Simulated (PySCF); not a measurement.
# C₉H₉N: circular dichroism and optical rotation, excited states, first hyperpolarisability

Wanted: circular dichroism and optical rotation, excited states, first hyperpolarisability for C₉H₉N (`C#CC=C=C(C#C)N(C)C`).

Programs: PySCF 2.14.0, with routines of our own; each step states its level. All values are computed. Atoms count from 0.

## 1. The starting structure

19 atoms, charge 0, multiplicity 1; geometry from: GFN2-xTB.

## 2. Relaxing the molecule at PBE0-D3(BJ)/def2-SVP

The job: settings as JSON, then the geometry in Å.

```
{"job": {"xc": "PBE0", "basis": "def2-SVP", "d3": "d3bj", "grid": 2, "kind": "geom"}, "charge": 0, "multiplicity": 1}
C      3.928267    -1.398628    -0.867285
C      3.120295    -0.939980    -0.106869
C      2.165951    -0.417238     0.798764
C      1.022600     0.083719     0.414437
C     -0.089389     0.595854    -0.072283
C     -0.111169     1.995207    -0.327824
C     -0.101466     3.180883    -0.515404
N     -1.225808    -0.149937    -0.391442
C     -1.169957    -1.543176    -0.029432
C     -2.512602     0.472824    -0.200212
H      4.637508    -1.791271    -1.532743
H      2.441809    -0.463047     1.848920
H     -0.094541     4.214832    -0.692377
H     -0.237990    -1.970593    -0.399860
H     -2.007579    -2.062224    -0.494515
H     -1.217303    -1.701884     1.057912
H     -2.466231     1.509583    -0.528561
H     -2.839407     0.449663     0.849575
H     -3.252792    -0.055338    -0.803100
```

On the command line:

```console
OMP_NUM_THREADS=1 python excited_run.py task.json out
```

One launch serves the whole session: the jobs run in the order shown.

Output:

```text
step   0  E = -402.13915617  max force = 0.020877
step   1  E = -402.14233648  max force = 0.003682
step   2  E = -402.14239024  max force = 0.000440
step   3  E = -402.14239757  max force = 0.000518
step   4  E = -402.14240264  max force = 0.000242
optimisation converged
```

Run time: 76 s. Hardware: 1 thread of Arm Neoverse V2, shared host; peak memory 0.84 GiB.

The steps of the relaxation:

```tsv
step	energy from step 0 (eV)	largest force component (eV/Å)
0	0.0000	1.0735
1	-0.0865	0.1893
2	-0.0880	0.0226
3	-0.0882	0.0266
4	-0.0883	0.0124
```

Close pairs (by a distance rule), those that changed most:

```tsv
bond	before (Å)	after (Å)	change (Å)
C0–H10	1.049	1.074	+0.025
C6–H12	1.049	1.074	+0.025
C3–C4	1.317	1.332	+0.014
C2–H11	1.087	1.101	+0.014
C0–C1	1.201	1.214	+0.013
C4–C5	1.423	1.436	+0.013
C1–C2	1.416	1.428	+0.012
C5–C6	1.200	1.213	+0.012
```

The final coordinates are the input of the step that follows.

```tsv
at the end point	value
point group (found at 0.08 Å tolerance)	C1
rotational constants (GHz, main isotopes)	1.954, 0.822, 0.626
dipole moment (D)	1.68
```

## 3. Circular dichroism and optical rotation: TDDFT CAM-B3LYP/aug-cc-pVDZ

The job: settings as JSON, then the geometry in Å.

```
{"job": {"kind": "ecd", "xc": "CAM-B3LYP", "basis": "aug-cc-pVDZ", "nstates": 12}, "charge": 0, "multiplicity": 1}
C      4.040623    -1.102304    -1.099487
C      3.215144    -0.627138    -0.347096
C      2.258958    -0.079970     0.561311
C      1.101083     0.432347     0.194289
C     -0.015940     0.948973    -0.313944
C     -0.030492     2.358086    -0.588649
C     -0.022562     3.550566    -0.808803
N     -1.149372     0.202551    -0.625966
C     -1.058345    -1.212177    -0.388324
C     -2.446085     0.795924    -0.410068
H      4.766694    -1.517994    -1.772885
H      2.531080    -0.106830     1.627616
H     -0.006604     4.606322    -1.006161
H     -0.129558    -1.605180    -0.827769
H     -1.911597    -1.716301    -0.864536
H     -1.057184    -1.470251     0.690713
H     -2.431284     1.850731    -0.714431
H     -2.772174     0.746062     0.648779
H     -3.194083     0.272163    -1.024168
```

Level: TDDFT CAM-B3LYP/aug-cc-pVDZ circular dichroism and optical rotation, one conformer, gas phase.

Output:

```text
coarse grid: 16416 points
cycle   1  E = -402.6314330022  dE =  1.738e+00  |g| = 3.784e-01  |ddm| = 3.545e+01
cycle   2  E = -402.6567888233  dE = -2.536e-02  |g| = 2.763e-01  |ddm| = 3.349e+00
cycle   3  E = -402.6735731079  dE = -1.678e-02  |g| = 9.478e-02  |ddm| = 1.724e+00
cycle   4  E = -402.6752146092  dE = -1.642e-03  |g| = 5.315e-02  |ddm| = 5.225e-01
cycle   5  E = -402.6759201332  dE = -7.055e-04  |g| = 8.591e-03  |ddm| = 2.104e-01
cycle   6  E = -402.6759372022  dE = -1.707e-05  |g| = 3.162e-03  |ddm| = 4.784e-02
cycle   7  E = -402.6759398678  dE = -2.666e-06  |g| = 1.124e-03  |ddm| = 1.784e-02
final grid: 160216 points
cycle   8  E = -402.7123331689  dE = -2.159e-05  |g| = 3.617e-03  |ddm| = 3.804e-01
cycle   9  E = -402.7123331083  dE =  6.060e-08  |g| = 3.857e-03  |ddm| = 4.198e-02
cycle  10  E = -402.7123365663  dE = -3.458e-06  |g| = 7.239e-04  |ddm| = 1.212e-02
cycle  11  E = -402.7123366892  dE = -1.229e-07  |g| = 1.523e-04  |ddm| = 3.016e-03
cycle  12  E = -402.7123366938  dE = -4.669e-09  |g| = 9.754e-05  |ddm| = 1.209e-03
cycle  13  E = -402.7123366962  dE = -2.332e-09  |g| = 2.620e-05  |ddm| = 5.468e-04
cycle  14  E = -402.7123366964  dE = -2.113e-10  |g| = 8.261e-06  |ddm| = 1.117e-04
converged SCF energy = -402.7123366964

Singlet excitations and rotatory strengths (1e-40 esu^2 cm^2)
state   eV       nm     f(len)   f(vel)    R(len)    R(vel)   main configurations
  1   3.7941   326.8  0.00337  0.00342   -20.430   -20.547   H->L 0.91
  2   5.0312   246.4  0.35374  0.34404   116.933   115.488   H->L+1 0.46, H->L+2 0.40
  3   5.2507   236.1  0.04089  0.04026   -30.342   -29.909   H->L+1 0.38, H->L+2 0.36
  4   5.2993   234.0  0.02166  0.02113   -43.983   -43.416   H-1->L+2 0.45, H-1->L+1 0.16, H-1->L 0.12
  5   5.4909   225.8  0.33019  0.32154    69.325    68.180   H-1->L 0.65
  6   5.5220   224.5  0.01938  0.01875   -28.724   -27.964   H-3->L 0.76
  7   5.8092   213.4  0.00154  0.00154    -3.009    -2.920   H-2->L 0.36, H->L+5 0.09
  8   5.8602   211.6  0.00561  0.00542     0.814     0.737   H->L+5 0.33, H->L+4 0.29, H-2->L 0.10
  9   5.9821   207.3  0.00443  0.00435     6.053     5.998   H->L+3 0.46, H->L+6 0.23, H->L+4 0.16
 10   6.0279   205.7  0.06913  0.06751   -26.109   -25.802   H-2->L+2 0.33, H-4->L 0.11, H-2->L+1 0.11
 11   6.0432   205.2  0.00145  0.00146     5.794     5.854   H-4->L+2 0.29, H-1->L+12 0.14
 12   6.0716   204.2  0.01971  0.02044     0.794     0.555   H->L+5 0.25, H->L+4 0.15, H->L+9 0.11

Specific rotation (deg / (dm g/mL))
    nm     length   length(OI)   velocity    alpha(len)  alpha(vel)
  633.0     156.13     157.19     149.78      136.666    133.932
  589.3     172.89     174.17     165.08      137.864    135.102
  546.0     186.66     188.22     176.78      139.409    136.611
  436.0      53.09      56.16      30.73      146.459    143.498
  405.0    -256.02    -252.01    -287.44      150.103    147.058
  365.0   -2201.66   -2195.19   -2261.10      157.409    154.201
  355.0   -3914.49   -3906.81   -3990.47      160.079    156.816
```

Run time: 3.2 min. Hardware: 1 thread of Arm Neoverse V2, shared host; peak memory 1.5 GiB.

## 4. Excited states: TDA wB97X-D/aug-cc-pVDZ

Settings changed since step 3:

```diff
@@ -1,2 +1,2 @@
-{"job": {"kind": "ecd", "xc": "CAM-B3LYP", "basis": "aug-cc-pVDZ", "nstates": 12}, "charge": 0, "multiplicity": 1}
+{"job": {"kind": "states", "xc": "wB97X-D", "basis": "aug-cc-pVDZ", "tda": true, "soc": true, "nstates": 6, "ntriplets": 5, "nquad": 4}, "charge": 0, "multiplicity": 1}
 C      4.040623    -1.102304    -1.099487
```

With the program's defaults for keys left out, this is: TDA wB97X-D/aug-cc-pVDZ excited states, vertical, gas phase, spin-orbit mean-field couplings.

Output:

```text
coarse grid: 16416 points
cycle   1  E = -402.7255835089  dE =  1.806e+00  |g| = 3.745e-01  |ddm| = 2.833e+01
cycle   2  E = -402.7560335563  dE = -3.045e-02  |g| = 2.401e-01  |ddm| = 3.652e+00
cycle   3  E = -402.7684775970  dE = -1.244e-02  |g| = 8.524e-02  |ddm| = 1.332e+00
cycle   4  E = -402.7699190562  dE = -1.441e-03  |g| = 4.529e-02  |ddm| = 4.740e-01
cycle   5  E = -402.7704399835  dE = -5.209e-04  |g| = 6.981e-03  |ddm| = 1.961e-01
cycle   6  E = -402.7704542712  dE = -1.429e-05  |g| = 2.628e-03  |ddm| = 5.214e-02
cycle   7  E = -402.7704565549  dE = -2.284e-06  |g| = 1.034e-03  |ddm| = 1.694e-02
final grid: 160216 points
cycle   8  E = -402.7933156426  dE = -1.719e-04  |g| = 4.767e-03  |ddm| = 9.357e-01
cycle   9  E = -402.7933176893  dE = -2.047e-06  |g| = 4.612e-03  |ddm| = 7.910e-02
cycle  10  E = -402.7933220426  dE = -4.353e-06  |g| = 8.086e-04  |ddm| = 1.172e-02
cycle  11  E = -402.7933222267  dE = -1.841e-07  |g| = 3.149e-04  |ddm| = 7.048e-03
cycle  12  E = -402.7933222526  dE = -2.594e-08  |g| = 1.014e-04  |ddm| = 1.488e-03
cycle  13  E = -402.7933222561  dE = -3.505e-09  |g| = 4.454e-05  |ddm| = 6.138e-04
cycle  14  E = -402.7933222569  dE = -7.607e-10  |g| = 1.876e-05  |ddm| = 2.731e-04
converged SCF energy = -402.7933222569

Singlet excitations
state   eV       nm        f     d(h-e)  d(exc)  Lambda  PR(NTO)  |dmu|/D   mu/D   main configurations
  1   3.8373   323.1   0.00366   1.440   3.293   0.477   1.016    4.621    6.247   H->L 0.92
  2   5.2594   235.7   0.47270   0.809   3.543   0.402   1.192    2.113    3.227   H->L+1 0.45, H->L+2 0.23, H->L+3 0.14
  3   5.3763   230.6   0.00347   1.203   3.357   0.321   1.178    3.637    2.667   H-1->L+2 0.31, H-1->L+3 0.21, H-1->L+1 0.17
  4   5.4602   227.1   0.07067   0.700   4.188   0.365   1.120    4.006    2.583   H->L+1 0.33, H->L+2 0.19, H->L+3 0.15
  5   5.5538   223.2   0.00122   1.192   2.871   0.369   1.110                     H-3->L 0.81
  6   5.6858   218.1   0.32733   0.375   3.160   0.650   1.603                     H-1->L 0.65

Triplet excitations (Tamm-Dancoff)
state   eV     d(h-e)  d(exc)  Lambda  PR(NTO)   main configurations
  1   3.3007   0.480   2.805   0.442   1.162   H->L+2 0.25, H->L+3 0.22, H->L 0.13
  2   3.5226   1.194   3.172   0.490   1.034   H->L 0.76
  3   3.6457   0.171   2.758   0.684   1.337   H-1->L 0.72
  4   5.0338   0.397   2.776   0.381   1.644   H-2->L+2 0.19, H-2->L+3 0.15
  5   5.1118   0.803   3.062   0.328   1.671   H-1->L+2 0.21, H-1->L+3 0.15, H-1->L+1 0.12
S1 - T1 = 0.5366 eV

Spin-orbit couplings |<S|Hso|T>| (cm-1)
             T1       T2       T3       T4       T5
S0        1.367    4.959    1.733    1.530    4.615
S1        2.205    0.392    3.492    0.355    0.935
S2        1.242    2.113    0.325    0.764    2.965
S3        2.270    0.518    3.343    2.902    2.725
S4        0.642    1.679    0.406    0.522    1.832
S5        2.138    2.935    6.076    0.722    0.894
S6        0.556    3.216    1.000    2.928    7.578
T1 sublevels (cm-1): 0.000 0.000 0.009   radiative rates (1/s): 0.153 0.248 1.58
```

It took 94 s on 1 thread of Arm Neoverse V2, shared host; peak memory 1.3 GiB.

Key values:

```tsv
quantity	value
S1 less T1	0.54 eV
```

## 5. Excited states: TDDFT CAM-B3LYP/aug-cc-pVDZ

Settings changed since step 4:

```diff
@@ -1,2 +1,2 @@
-{"job": {"kind": "states", "xc": "wB97X-D", "basis": "aug-cc-pVDZ", "tda": true, "soc": true, "nstates": 6, "ntriplets": 5, "nquad": 4}, "charge": 0, "multiplicity": 1}
+{"job": {"kind": "states", "xc": "CAM-B3LYP", "basis": "aug-cc-pVDZ", "tpa": true, "nstates": 8, "nquad": 6, "ntriplets": 0}, "charge": 0, "multiplicity": 1}
 C      4.040623    -1.102304    -1.099487
```

With the program's defaults for keys left out, this is: TDDFT CAM-B3LYP/aug-cc-pVDZ excited states, vertical, gas phase, two-photon moments by quadratic response.

Output:

```text
coarse grid: 16416 points
cycle   1  E = -402.6314330022  dE =  1.738e+00  |g| = 3.784e-01  |ddm| = 3.545e+01
cycle   2  E = -402.6567888233  dE = -2.536e-02  |g| = 2.763e-01  |ddm| = 3.349e+00
cycle   3  E = -402.6735731079  dE = -1.678e-02  |g| = 9.478e-02  |ddm| = 1.724e+00
cycle   4  E = -402.6752146092  dE = -1.642e-03  |g| = 5.315e-02  |ddm| = 5.225e-01
cycle   5  E = -402.6759201332  dE = -7.055e-04  |g| = 8.591e-03  |ddm| = 2.104e-01
cycle   6  E = -402.6759372022  dE = -1.707e-05  |g| = 3.162e-03  |ddm| = 4.784e-02
cycle   7  E = -402.6759398678  dE = -2.666e-06  |g| = 1.124e-03  |ddm| = 1.784e-02
final grid: 160216 points
cycle   8  E = -402.7123331689  dE = -2.159e-05  |g| = 3.617e-03  |ddm| = 3.804e-01
cycle   9  E = -402.7123331083  dE =  6.060e-08  |g| = 3.857e-03  |ddm| = 4.198e-02
cycle  10  E = -402.7123365663  dE = -3.458e-06  |g| = 7.239e-04  |ddm| = 1.212e-02
cycle  11  E = -402.7123366892  dE = -1.229e-07  |g| = 1.523e-04  |ddm| = 3.016e-03
cycle  12  E = -402.7123366938  dE = -4.669e-09  |g| = 9.754e-05  |ddm| = 1.209e-03
cycle  13  E = -402.7123366962  dE = -2.332e-09  |g| = 2.620e-05  |ddm| = 5.468e-04
cycle  14  E = -402.7123366964  dE = -2.113e-10  |g| = 8.261e-06  |ddm| = 1.117e-04
converged SCF energy = -402.7123366964

Singlet excitations
state   eV       nm        f     d(h-e)  d(exc)  Lambda  PR(NTO)  |dmu|/D   mu/D   delta(TPA)   sigma/GM   main configurations
  1   3.7941   326.8   0.00337   1.465   3.328   0.479   1.021    4.673    6.268       18.56      0.098   H->L 0.91
  2   5.0314   246.4   0.35377   0.793   3.572   0.459   1.167    2.206    3.374      153.53      1.424   H->L+1 0.46, H->L+2 0.40
  3   5.2507   236.1   0.04096   0.855   4.246   0.442   1.184    4.520    2.938      196.35      1.983   H->L+1 0.38, H->L+2 0.36
  4   5.2993   234.0   0.02163   1.227   3.498   0.397   1.262    3.685    2.657       10.38      0.107   H-1->L+2 0.45, H-1->L+1 0.16, H-1->L 0.12
  5   5.4910   225.8   0.33006   0.473   3.117   0.620   1.383    1.134    1.128       35.43      0.391   H-1->L 0.65
  6   5.5221   224.5   0.01956   1.143   2.907   0.379   1.145    3.933    2.746        1.00      0.011   H-3->L 0.76
  7   5.8093   213.4   0.00154   0.580   3.587   0.331   2.032                                            H-2->L 0.36, H->L+5 0.09
  8   5.8603   211.6   0.00561   0.792   4.833   0.285   1.424                                            H->L+5 0.33, H->L+4 0.29, H-2->L 0.10
```

Run time: 1.9 min. Hardware: 1 thread of Arm Neoverse V2, shared host; peak memory 1.4 GiB.

## 6. First hyperpolarisability: quadratic response CAM-B3LYP/aug-cc-pVDZ

Settings changed since step 5:

```diff
@@ -1,2 +1,2 @@
-{"job": {"kind": "states", "xc": "CAM-B3LYP", "basis": "aug-cc-pVDZ", "tpa": true, "nstates": 8, "nquad": 6, "ntriplets": 0}, "charge": 0, "multiplicity": 1}
+{"job": {"kind": "beta", "xc": "CAM-B3LYP", "basis": "aug-cc-pVDZ"}, "charge": 0, "multiplicity": 1}
 C      4.040623    -1.102304    -1.099487
```

Level: quadratic response CAM-B3LYP/aug-cc-pVDZ first hyperpolarisability, Taylor convention, gas phase.

Output:

```text
coarse grid: 16416 points
cycle   1  E = -402.6314330022  dE =  1.738e+00  |g| = 3.784e-01  |ddm| = 3.545e+01
cycle   2  E = -402.6567888233  dE = -2.536e-02  |g| = 2.763e-01  |ddm| = 3.349e+00
cycle   3  E = -402.6735731079  dE = -1.678e-02  |g| = 9.478e-02  |ddm| = 1.724e+00
cycle   4  E = -402.6752146092  dE = -1.642e-03  |g| = 5.315e-02  |ddm| = 5.225e-01
cycle   5  E = -402.6759201332  dE = -7.055e-04  |g| = 8.591e-03  |ddm| = 2.104e-01
cycle   6  E = -402.6759372022  dE = -1.707e-05  |g| = 3.162e-03  |ddm| = 4.784e-02
cycle   7  E = -402.6759398678  dE = -2.666e-06  |g| = 1.124e-03  |ddm| = 1.784e-02
final grid: 160216 points
cycle   8  E = -402.7123331689  dE = -2.159e-05  |g| = 3.617e-03  |ddm| = 3.804e-01
cycle   9  E = -402.7123331083  dE =  6.060e-08  |g| = 3.857e-03  |ddm| = 4.198e-02
cycle  10  E = -402.7123365663  dE = -3.458e-06  |g| = 7.239e-04  |ddm| = 1.212e-02
cycle  11  E = -402.7123366892  dE = -1.229e-07  |g| = 1.523e-04  |ddm| = 3.016e-03
cycle  12  E = -402.7123366938  dE = -4.669e-09  |g| = 9.754e-05  |ddm| = 1.209e-03
cycle  13  E = -402.7123366962  dE = -2.332e-09  |g| = 2.620e-05  |ddm| = 5.468e-04
cycle  14  E = -402.7123366964  dE = -2.113e-10  |g| = 8.261e-06  |ddm| = 1.117e-04
converged SCF energy = -402.7123366964

Lowest singlets (eV, f): 3.7941 0.0034  5.0314 0.3538  5.2507 0.0410

First hyperpolarisability (au)
process     nm      |vector|   parallel      HRS      DR
static         -      290.00      73.57     140.53   3.354
shg       1907.0      315.45      79.79     153.89   3.364
eope      1907.0      298.09      75.54          -       -
shg       1064.0      387.75      98.16     192.74    3.34
eope      1064.0      317.39      80.27          -       -
```

It took 87 s on 1 thread of Arm Neoverse V2, shared host; peak memory 1.3 GiB.

## 7. Circular dichroism and optical rotation: TDDFT CAM-B3LYP/aug-cc-pVDZ in acetonitrile

Settings changed since step 6:

```diff
@@ -1,2 +1,2 @@
-{"job": {"kind": "beta", "xc": "CAM-B3LYP", "basis": "aug-cc-pVDZ"}, "charge": 0, "multiplicity": 1}
+{"job": {"kind": "ecd", "xc": "CAM-B3LYP", "basis": "aug-cc-pVDZ", "nstates": 12, "solvent": "acetonitrile"}, "charge": 0, "multiplicity": 1}
 C      4.040623    -1.102304    -1.099487
```

With the program's defaults for keys left out, this is: TDDFT CAM-B3LYP/aug-cc-pVDZ circular dichroism and optical rotation, one conformer, IEF-PCM acetonitrile (non-equilibrium linear response, no local-field factor).

Output:

```text
coarse grid: 16416 points
cycle   1  E = -402.6440626611  dE =  1.726e+00  |g| = 3.680e-01  |ddm| = 3.548e+01
cycle   2  E = -402.6672605732  dE = -2.320e-02  |g| = 2.717e-01  |ddm| = 3.719e+00
cycle   3  E = -402.6835814467  dE = -1.632e-02  |g| = 8.919e-02  |ddm| = 1.800e+00
cycle   4  E = -402.6852302030  dE = -1.649e-03  |g| = 4.184e-02  |ddm| = 5.744e-01
cycle   5  E = -402.6856658254  dE = -4.356e-04  |g| = 7.140e-03  |ddm| = 2.068e-01
cycle   6  E = -402.6856786695  dE = -1.284e-05  |g| = 2.516e-03  |ddm| = 4.714e-02
cycle   7  E = -402.6856804113  dE = -1.742e-06  |g| = 9.883e-04  |ddm| = 1.619e-02
final grid: 160216 points
cycle   8  E = -402.7220199417  dE = -2.211e-05  |g| = 3.411e-03  |ddm| = 3.834e-01
cycle   9  E = -402.7220203652  dE = -4.236e-07  |g| = 3.361e-03  |ddm| = 4.175e-02
cycle  10  E = -402.7220230077  dE = -2.642e-06  |g| = 7.014e-04  |ddm| = 1.256e-02
cycle  11  E = -402.7220231233  dE = -1.156e-07  |g| = 1.496e-04  |ddm| = 3.387e-03
cycle  12  E = -402.7220231290  dE = -5.668e-09  |g| = 7.687e-05  |ddm| = 1.261e-03
cycle  13  E = -402.7220231305  dE = -1.520e-09  |g| = 2.042e-05  |ddm| = 4.821e-04
cycle  14  E = -402.7220231306  dE = -1.518e-10  |g| = 7.935e-06  |ddm| = 9.476e-05
converged SCF energy = -402.7220231306

Singlet excitations and rotatory strengths (1e-40 esu^2 cm^2)
state   eV       nm     f(len)   f(vel)    R(len)    R(vel)   main configurations
  1   3.7309   332.3  0.00490  0.00493   -25.096   -25.128   H->L 0.92
  2   4.9094   252.5  0.52849  0.51414   116.007   114.559   H->L+1 0.60, H->L+2 0.29
  3   5.2930   234.2  0.02147  0.02125   -21.948   -21.575   H->L+2 0.55, H->L+1 0.25
  4   5.3713   230.8  0.04367  0.04270   -47.263   -46.671   H-1->L+1 0.34, H-1->L+2 0.26, H-1->L 0.23
  5   5.4813   226.2  0.32779  0.31900    57.847    56.994   H-1->L 0.60, H-1->L+1 0.14
  6   5.6106   221.0  0.00081  0.00071    -6.412    -6.123   H-3->L 0.81
  7   5.8290   212.7  0.00462  0.00453   -12.424   -12.221   H-2->L 0.52
  8   5.9616   208.0  0.00464  0.00448     2.555     2.494   H->L+5 0.36, H->L+4 0.28, H->L+3 0.17
  9   6.0154   206.1  0.10330  0.10065   -33.022   -32.617   H-2->L+2 0.30, H-2->L+1 0.29, H-4->L 0.10
 10   6.0711   204.2  0.02455  0.02551     5.703     5.550   H->L+5 0.29, H->L+4 0.21, H->L+7 0.10
 11   6.0938   203.5  0.00404  0.00395    10.966    10.882   H->L+3 0.16, H-4->L+2 0.13, H-4->L+1 0.12
 12   6.1042   203.1  0.00136  0.00125    -3.161    -3.064   H->L+3 0.29, H->L+6 0.15, H->L+4 0.10

Specific rotation (deg / (dm g/mL))
    nm     length   length(OI)   velocity    alpha(len)  alpha(vel)
  633.0     186.68     187.86     178.56      152.248    149.173
  589.3     204.58     206.00     194.67      153.756    150.645
  546.0     216.52     218.26     204.13      155.710    152.553
  436.0     -17.32     -13.80     -44.03      164.769    161.398
  405.0    -509.60    -504.92    -546.14      169.561    166.076
  365.0   -3838.39   -3830.45   -3903.59      179.506    175.798
```

Run time: 3 min. Hardware: 1 thread of Arm Neoverse V2, shared host; peak memory 1.6 GiB.

Warnings kept with the result: wavelengths within 0.3 eV of the first excitation or beyond it are left out.

## 8. Summary of results

| quantity | value |
| --- | --- |
| point group | C1 |
| rotational constants (main isotopes) | 1.95, 0.82, 0.63 GHz |
| state of largest rotatory strength (velocity form) among 12 (step 3, TDDFT CAM-B3LYP/aug-cc-pVDZ) | 5.03 eV, R = +115.5 (velocity), +116.9 (length) ·10⁻⁴⁰ esu² cm² |
| specific rotation at 633.0 nm (step 3, TDDFT CAM-B3LYP/aug-cc-pVDZ) | 149.8 (velocity), 156.1 (length) |
| S1 less T1 (step 4, TDA wB97X-D/aug-cc-pVDZ) | 0.54 eV |
| β vector (step 6, quadratic response CAM-B3LYP/aug-cc-pVDZ) | static 290, SHG 1907.0 nm 315, SHG 1064.0 nm 388 au |
| state of largest rotatory strength (velocity form) among 12 (step 7, TDDFT CAM-B3LYP/aug-cc-pVDZ in acetonitrile) | 4.91 eV, R = +114.6 (velocity), +116.0 (length) ·10⁻⁴⁰ esu² cm² |
| specific rotation at 633.0 nm (step 7, TDDFT CAM-B3LYP/aug-cc-pVDZ in acetonitrile) | 178.6 (velocity), 186.7 (length) |

What this shows: The optimisation took 4 steps and gained 0.088 eV; among the close pairs (by a distance rule), C0–H10 changed most, from 1.049 to 1.074 Å. No frequency check was run at this level, so the end point may be a saddle. Rotations belong to one conformer and to the handedness of the start. In step 4, the number of triplets below S1 is 3, and the largest singlet-triplet spin-orbit coupling is S6–T5, 7.58 cm⁻¹. β grows from 290 au (static) to 388 au for doubling at 1064.0 nm: normal dispersion, which grows as twice the photon energy moves toward the bright states.
